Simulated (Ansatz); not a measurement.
# GaH4NSi: a ladder of functionals and wavefunction methods

Aim: compute GaH4NSi with functionals from several rungs and with coupled cluster, and see how far each lands from CCSD(T) at the basis-set limit for the atomisation energy.

Computed with Ansatz 0.2.0, Gaussian basis. Level: functionals in def2-TZVPP, the program's frozen cores in correlated methods.

Levels to be run: LDA (SPW92), PBE-D4, revPBE-D4, BLYP-D4, r2SCAN-D4, B97M-V, PBE0-D4, B3LYP-D4, r2SCANh-D4, r2SCAN0-D4, HSE06-D4, BHLYP-D4, CAM-B3LYP-D4, LC-ωPBE, ωB97X-V, ωB97M-V, B2PLYP, PBE-QIDH; CCSD(T)/def2-SVP; CCSD(T)/def2-TZVPP; MP2/def2-QZVPP; extrapolation to the limit; RPA on PBE.

## (1) The relaxed structure

The geometry comes from an earlier relaxation with PBE0-D4 in a triple-zeta def2 set; it is a stationary point, not always the lowest conformer.

7 atoms, charge 0, spin multiplicity 1.

Atoms are counted from 1 here; the program's logs count them from 0.

Bond lengths: N1–Si2 1.719 Å, N1–Ga3 1.895 Å, N1–H4 1.013 Å, Si2–H5 1.491 Å, Si2–H6 1.491 Å, Si2–H7 1.493 Å. Angles: Si2–N1–Ga3 123.7°, Si2–N1–H4 117.0°, Ga3–N1–H4 119.3°, N1–Si2–H5 113.9°, N1–Si2–H6 113.9°, N1–Si2–H7 105.7°, H5–Si2–H6 107.0°, H5–Si2–H7 108.1°, H6–Si2–H7 108.1°.

## (2) LDA

This LDA is Slater exchange with PW92 correlation.

Input file in.yaml:

```yaml
crystal:
  periodic: [false, false, false]
  atoms:
    - {symbol: N, position_ang: [-0.450030, -0.783567, -0.450423]}
    - {symbol: Si, position_ang: [0.183203, 0.653387, 0.247969]}
    - {symbol: Ga, position_ang: [0.409156, -2.469162, -0.347547]}
    - {symbol: H, position_ang: [-1.333115, -0.706106, -0.940731]}
    - {symbol: H, position_ang: [0.477925, 1.727519, -0.743489]}
    - {symbol: H, position_ang: [-0.694352, 1.254247, 1.293185]}
    - {symbol: H, position_ang: [1.468514, 0.255683, 0.895335]}
basis:
  gaussian: {orbitals: def2-TZVPP}
hamiltonian: {xc: lda}
output: {orbitals: {seedname: orbitals}}
```

Started as:

```
$ ansatz run in.yaml --threads 2 --pin off --events-out ev --progress --plain --max-ram 4352MiB
```

The runs that follow: PBE-D4 (GGA); revPBE-D4 (GGA); BLYP-D4 (GGA); r2SCAN-D4 (meta-GGA); B97M-V (meta-GGA); PBE0-D4 (hybrid); B3LYP-D4 (hybrid); r2SCANh-D4 (hybrid); r2SCAN0-D4 (hybrid); HSE06-D4 (hybrid); BHLYP-D4 (hybrid); CAM-B3LYP-D4 (range-separated); LC-ωPBE (range-separated); ωB97X-V (range-separated); ωB97M-V (range-separated); B2PLYP (double hybrid); PBE-QIDH (double hybrid); CCSD(T) in def2-SVP; CCSD(T) in def2-TZVPP; MP2 in def2-QZVPP; RPA on PBE orbitals.

Before running them: what should the planned runs give, taken together? Wanted: atomisation energy, CCSD(T)/CBS; farthest beyond LDA; mean size of error, GGA; mean size of error, meta-GGA; mean size of error, hybrid; mean size of error, range-separated; mean size of error, double hybrid; gap, smallest and largest; T1 diagnostic.

**Answer**, as computed:

| quantity | value |
| --- | --- |
| atomisation energy, CCSD(T)/CBS | 2096.6 kJ/mol |
| functionals within 21.0 kJ/mol (1.0 %) | PBE-D4, BLYP-D4, B97M-V, B3LYP-D4, CAM-B3LYP-D4, ωB97X-V, ωB97M-V |
| farthest beyond LDA | r2SCAN0-D4 (-54.9 kJ/mol) |
| mean size of error, GGA | 23.0 kJ/mol |
| mean size of error, meta-GGA | 16.4 kJ/mol |
| mean size of error, hybrid | 38.1 kJ/mol |
| mean size of error, range-separated | 14.4 kJ/mol |
| mean size of error, double hybrid | 41.2 kJ/mol |
| gap, smallest and largest | 3.65 eV (LDA (SPW92)), 9.87 eV (LC-ωPBE) |
| T1 diagnostic | 0.0141 |
| triples share of the correlation energy | 4.0 % |

The LDA atomisation energy is off by 243.7 kJ/mol (12 %): it overbinds. PBE-D4 is off by -9.5 kJ/mol. Double hybrids carry the basis error of their MP2 part in triple zeta, and no dispersion term here, so their miss is partly the set-up's. The rungs range-separated, meta-GGA miss on average by less than the doubt on the reference (21.0 kJ/mol), so they tie. The reference freezes the cores and leaves out relativity and excitations past (T), and its outer-core shells are covered unevenly, so misses under about 21.0 kJ/mol can't be ranked. Hartree-Fock recovers 70 % of the binding; the rest is correlation. CCSD(T) in def2-SVP is off by -173.4 kJ/mol, worse than the median functional, from the basis alone. The gap grows from 3.6 to 9.9 eV across the functionals, mostly with the share of exact exchange. Correlated methods include outer-core shells of Ga, which these sets cover unevenly.
